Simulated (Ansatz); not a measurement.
**CH₅FGe: up Jacob's ladder to CCSD(T)**

The task here is to estimate one member of a computed series from the others.

Method: functionals in def2-TZVPP, the program's frozen cores in correlated methods; program: Ansatz 0.2.0, Gaussian basis.

The runs, in order: LDA (SPW92), PBE-D4, revPBE-D4, BLYP-D4, r2SCAN-D4, B97M-V, PBE0-D4, B3LYP-D4, r2SCANh-D4, r2SCAN0-D4, HSE06-D4, BHLYP-D4, CAM-B3LYP-D4, LC-ωPBE, ωB97X-V, ωB97M-V, B2PLYP, PBE-QIDH; CCSD(T)/def2-SVP; CCSD(T)/def2-TZVPP; MP2/def2-QZVPP; extrapolation to the limit; RPA on PBE.

**The geometry**

An earlier PBE0-D4 in a triple-zeta def2 set relaxation fixed the geometry.

SMILES `[CH3][GeH2][F]`, 8 atoms, charge 0, spin multiplicity 1.

Atoms are counted from 1 here; the program's logs count them from 0.

Bond lengths: C1–Ge2 1.936 Å, C1–H4 1.092 Å, C1–H5 1.090 Å, C1–H6 1.090 Å, Ge2–F3 1.748 Å, Ge2–H7 1.538 Å, Ge2–H8 1.538 Å. Angles: Ge2–C1–H4 110.2°, Ge2–C1–H5 109.9°, Ge2–C1–H6 109.9°, H4–C1–H5 108.8°, H4–C1–H6 108.8°, H5–C1–H6 109.0°, C1–Ge2–F3 106.4°, C1–Ge2–H7 113.5°, C1–Ge2–H8 113.5°, F3–Ge2–H7 105.5°, F3–Ge2–H8 105.5°, H7–Ge2–H8 111.6°.

Set-up of the first run:

The input, in.yaml:

```yaml
crystal:
  periodic: [false, false, false]
  atoms:
    - {symbol: C, position_ang: [-0.598235, 0.789093, -0.332130]}
    - {symbol: Ge, position_ang: [0.468313, -0.734462, 0.207387]}
    - {symbol: F, position_ang: [1.436979, -0.203910, 1.562185]}
    - {symbol: H, position_ang: [-1.229526, 0.526072, -1.183129]}
    - {symbol: H, position_ang: [0.052571, 1.615469, -0.618965]}
    - {symbol: H, position_ang: [-1.235205, 1.108213, 0.493176]}
    - {symbol: H, position_ang: [1.473225, -1.188835, -0.864090]}
    - {symbol: H, position_ang: [-0.368132, -1.911640, 0.735565]}
basis:
  gaussian: {orbitals: def2-TZVPP}
hamiltonian: {xc: lda}
output: {orbitals: {seedname: orbitals}}
```

Among the steps run: LDA; PBE-D4 (GGA); revPBE-D4 (GGA); BLYP-D4 (GGA); r2SCAN-D4 (meta-GGA); B97M-V (meta-GGA); PBE0-D4 (hybrid); B3LYP-D4 (hybrid); r2SCANh-D4 (hybrid); r2SCAN0-D4 (hybrid); HSE06-D4 (hybrid); BHLYP-D4 (hybrid); CAM-B3LYP-D4 (range-separated); LC-ωPBE-D4 (range-separated; the results give it without D4); ωB97X-V (range-separated); ωB97M-V (range-separated); B2PLYP (double hybrid); PBE-QIDH (double hybrid).

One table of the session follows, with a row left open; its other results are not shown here.

It belongs to the step «Frontier levels by functional». 

```
  functional  HOMO (eV)  LUMO (eV)  gap (eV)
 LDA (SPW92)      -7.80      -0.80      6.99
      PBE-D4          ?          ?         ?
   revPBE-D4      -7.60      -0.37      7.24
     BLYP-D4      -7.56      -0.43      7.13
   r2SCAN-D4      -8.01      -0.13      7.88
      B97M-V      -8.12      -0.27      7.85
     PBE0-D4      -9.08       0.40      9.48
    B3LYP-D4      -8.86       0.12      8.98
  r2SCANh-D4      -8.53       0.18      8.71
  r2SCAN0-D4      -9.30       0.63      9.93
    HSE06-D4      -8.68       0.02      8.70
    BHLYP-D4     -10.37       1.25     11.62
CAM-B3LYP-D4     -10.47       1.37     11.85
     LC-ωPBE     -11.82       2.65     14.47
     ωB97X-V     -11.47       2.48     13.95
     ωB97M-V     -11.32       2.22     13.55
```

**Question.** Estimate the row for PBE-D4.

As computed: HOMO (eV): -7.66; LUMO (eV): -0.50; gap (eV): 7.15. In the column «HOMO (eV)» it lies between LDA (SPW92) (-7.80) and revPBE-D4 (-7.60).
